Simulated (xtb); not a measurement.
# GFN2-xTB run of Br2 (bromine)

We compute a geometry optimisation of Br2 (bromine). 

The results are computed with xtb 6.7.1.

6 further runs of the same task are left out: 6 set aside as unsound or not needed.

## Step 1: The structure to begin with

The species is Br2 (2 atoms), meant as a singlet with charge 0. As SMILES, `BrBr`. All atoms were displaced at random from a relaxed shape. The run starts from this shape.

Bond lengths: Br1–Br2 2.265 Å.

## Step 2: A structure relaxation at GFN2-xTB

Contents of start.xyz:

```xyz
2
Br2
Br     0.989860    -0.302580     0.465390
Br    -0.989300     0.338900    -0.430880
```

Run with:

```
xtb start.xyz --opt vtight --gfn 2 --parallel 1 > run.log 2> xtb.err
```

**Question.** What will come out? Wanted: total energy at the end; dipole moment; HOMO energy; LUMO energy; HOMO–LUMO gap; bond length; dispersion energy; mean polarisability.

**Answer.** As computed:

At GFN2-xTB:

| quantity | value |
| --- | --- |
| total energy at the end | -8.17340 Eh |
| dipole moment | 0.00 D |
| HOMO energy | -12.03 eV |
| LUMO energy | -9.45 eV |
| HOMO–LUMO gap | 2.59 eV |
| bond length | 2.281 Å |
| dispersion energy | -2.53 kJ/mol |
| mean polarisability (D4 model) | 43.9 bohr³ |

What this shows: At the final geometry: Bond lengths: Br1–Br2 2.281 Å. The optimisation took 4 steps and changed the energy by -0.001 eV.
